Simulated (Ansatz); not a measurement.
# MgO: a single-point run

The task is a single-point run on MgO. The structure is shown as the input types it.

Method: density functional or hybrid calculation with the settings of its input, plane waves (as first typed), in Ansatz 0.2.0.

### 1 The structure to begin with

It takes space group Fm-3m (No. 225, cubic). Conventional cell: a = 4.204 Å, b = 4.204 Å, c = 4.204 Å, α = 90.00°, β = 90.00°, γ = 90.00°. Mg (site symmetry m-3m) is surrounded by 6 O at 2.10 Å. O (site symmetry m-3m) is surrounded by 6 Mg at 2.10 Å.

Coordinates:

```cif
data_structure
_symmetry_space_group_name_H-M 'P 1'
_symmetry_Int_Tables_number 1
_cell_length_a 2.9729
_cell_length_b 2.9729
_cell_length_c 2.9729
_cell_angle_alpha 60.000
_cell_angle_beta 60.000
_cell_angle_gamma 60.000
_cell_volume 18.58
loop_
_atom_site_label
_atom_site_type_symbol
_atom_site_fract_x
_atom_site_fract_y
_atom_site_fract_z
_atom_site_occupancy
Mg1 Mg 0.00000 0.00000 0.00000 1
O1 O 0.50000 0.50000 0.50000 1
```

### 2 The run

Input file input.yaml:

```yaml
crystal:
  lattice:
    - [0.0, 2.1021674158, 2.1021674158]
    - [2.1021674158, 0.0, 2.1021674158]
    - [2.1021674158, 2.1021674158, 0.0]
  atoms:
    - { symbol: Mg, position: [0.0, 0.0, 0.0] }
    - { symbol: O, position: [0.5, 0.5, 0.5] }
kpoints:
  mp_grid: { grid: [8, 8, 8] }
hamiltonian:
  xc: pbesol
scf:
  occupations: { method: fixed }
  n_extra_bands: 4
  mixing: { beta: 5.0 }
  max_iter: 72
output:
  forces: true
  stress: true
  eigenvalues: true
```

Launch:

```console
> ansatz run input.yaml --threads 4 --pin off --max-ram 3686MiB --backend cpu --events-out ev --progress --plain --runs-dir out
```

Q: Will this input give a usable result? If not, why, and what should change?

Nothing was computed: the input was turned down at the start. It says: «invalid value for `scf.mixing.beta`: must be finite and in (0, 1]; got 5»

Look at the input: scf.mixing.beta is 5.0. The program checks this value's range before starting, and it fails the check.

Remedy: delete scf.mixing.beta (the default then holds).
